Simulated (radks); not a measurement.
# Polarisabilities and dispersion coefficients of Cu, Zn⁺, Ga²⁺ and others

One table from this session's results is given with a row withheld; the runs are named, their logs left out.

The numbers are computed with radks (a radial shooting solver on a logarithmic mesh, Libxc functionals) version 1 (scalar-relativistic Kohn-Sham, LB94 model potential, spin-unpolarised, spherical densities, finite nucleus), except any that are marked as measured or tabulated.

**What is computed**

```
species : Cu ([Ar] 3d10 4s1), Zn⁺ ([Ar] 3d10 4s1), Ga²⁺ ([Ar] 3d10 4s1), Ge³⁺ ([Ar] 3d10 4s1), As⁴⁺ ([Ar] 3d10 4s1), Se⁵⁺ ([Ar] 3d10 4s1), Br⁶⁺ ([Ar] 3d10 4s1), Kr⁷⁺ ([Ar] 3d10 4s1), Rb⁸⁺ ([Ar] 3d10 4s1)
```

LB94 adds a gradient term to the LDA potential that gives it a −1/r tail. It is a model potential with no energy functional, so Etot and Exc are not given.

Set-up of the first run:

The run's settings:

```text
Z 29
configuration [Ar] 3d10 4s1
relativity scalar-relativistic
functional lda,pw
model_potential LB94
spin unpolarised
nucleus finite rms 3.8823 fm
c 137.035999084
response adiabatic LDA kernel
```

Among the steps run: Cu, [Ar] 3d10 4s1; Zn⁺, [Ar] 3d10 4s1; Ga²⁺, [Ar] 3d10 4s1; Ge³⁺, [Ar] 3d10 4s1; As⁴⁺, [Ar] 3d10 4s1; Se⁵⁺, [Ar] 3d10 4s1; Br⁶⁺, [Ar] 3d10 4s1; Kr⁷⁺, [Ar] 3d10 4s1; Rb⁸⁺, [Ar] 3d10 4s1.

One of the session's tables, all rows but one given; the rest of the session is left out.

```
species  −ε(HOMO) (eV)  α (bohr³)  α uncoupled (bohr³)  C6 (hartree bohr⁶)  C8 (hartree bohr⁸)
     Cu          9.076      27.05                41.55               148.4                5549
    Zn⁺         20.018      12.58                18.56               47.97                1054
   Ga²⁺         33.346      7.349                10.51               21.26               326.8
   Ge³⁺         48.829      4.808                6.725               11.10               129.8
   As⁴⁺         66.346      3.372                4.636               6.417               60.02
   Se⁵⁺              ?          ?                    ?                   ?                   ?
   Br⁶⁺         107.24      1.887                2.530               2.605               16.99
   Kr⁷⁺         130.54      1.475                1.959               1.774               9.943
   Rb⁸⁺         155.71      1.177                1.550               1.247               6.090
```

**Question.** Estimate the row for Se⁵⁺.

As computed: −ε(HOMO) (eV): 85.829; α (bohr³): 2.479; α uncoupled (bohr³): 3.362; C6 (hartree bohr⁶): 3.983; C8 (hartree bohr⁸): 30.76. In the column «−ε(HOMO) (eV)» it lies between As⁴⁺ (66.346) and Br⁶⁺ (107.24).

In words: Uncoupled leaves out the potential induced by the response; C8 is given only where no p, d or f shell is open.
